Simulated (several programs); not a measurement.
Many methods on one cell: In2GaN3 (ordering on zincblende)

An ordered 6-atom cell of In2GaN3 on the zincblende lattice (I-4m2), relaxed with r2SCAN in Ansatz, was computed with several methods. Space group I-4m2 (No. 119), tetragonal; conventional cell a = 3.402 Å, c = 14.605 Å, 14.09 Å³ an atom. Ga is surrounded by 4 N at 1.99 Å; N is surrounded by 2 Ga at 1.99 Å and 2 In at 2.15 Å; In is surrounded by 4 N at 2.15 Å; N is surrounded by 4 In at 2.15 Å. (Calculated; spin-unpolarised; the phase may be known or hypothetical.)

```
Ga N In
1.0
    -1.70094    1.70094    7.30263
     1.70094   -1.70094    7.30263
     1.70094    1.70094   -7.30263
Ga N In
1 3 2
Direct
  0.00000 0.00000 0.00000
  0.42963 0.92963 0.50000
  0.75000 0.25000 0.50000
  0.07037 0.57037 0.50000
  0.33954 0.33954 0.00000
  0.66046 0.66046 0.00000
```

Gaps and times are for a single point on this cell; volume and bulk modulus come from each method's own relaxation or energy curve at fixed shape, which is too stiff where a cell has free coordinates or axes. Times are rough, from shared hosts (Arm Neoverse V2), and each method has its own mesh and cell size. A double dagger marks a value from a curve with shape and coordinates held. PM6 (MOPAC), PM7 (MOPAC), GFN2-xTB (tblite) treat a cluster of cells at its zone centre, which samples few k points: where these miss a band edge, the gap comes out too large for that reason alone. Gaps from k meshes are read at a limited set of points (mesh, symmetry points, PBE's band edges), so each method's own least gap may be somewhat smaller. xTB and the PM methods were fitted mostly to molecules, and can miss a solid's gap by electronvolts. Minimal bases can be far off for gaps. Times of the plane-wave rungs are withheld (a dash), since they come from other jobs, hosts and meshes; the meshes of hybrids and Hartree-Fock don't converge their gaps to the digits shown. d marks a direct gap, i an indirect one (no mark: not told apart), a dash a value that wasn't computed or didn't pass its checks.

```
                          method              kind  gap (eV)  own volume (Å³/atom)  bulk modulus (GPa)  atoms computed  processor time
light PBE (260 eV, its own mesh)  light plane-wave         0                     –                   –               6           2.5 s
                     PM6 (MOPAC)    semi-empirical      6.87                     –                   –         cluster           4.2 s
                     PM7 (MOPAC)    semi-empirical      6.65                     –                   –         cluster           4.2 s
               GFN2-xTB (tblite)     tight binding      0.73                12.90‡                111‡         cluster            12 s
                             PBE         semilocal    0.03 d                 14.53                135‡               6               –
                          r2SCAN         semilocal    0.32 d                 14.09                156‡               6               –
                  PBE/SZV (CP2K)       small basis    0.08 d                15.21‡                129‡               6            84 s
                 PBE/DZVP (CP2K)       small basis    0.04 d                14.81‡                132‡               6         3.2 min
                         PBE+SOC         semilocal    0.03 d                     –                   –               6               –
                           HSE06            hybrid    1.01 d                     –                   –               6               –
```

Against HSE06 (1.01 eV) the nearest gap at the points sampled is that of GFN2-xTB (tblite) (-0.28 eV) and the farthest that of PM6 (MOPAC) (+5.86 eV). HSE06 is only a yardstick of convenience, and nearness to it can be luck.

Volumes against r2SCAN's: PBE +3.2 %.

Runs without a result: GFN1-xTB (tblite) (single point).

Only the rows marked +SOC include spin-orbit coupling.
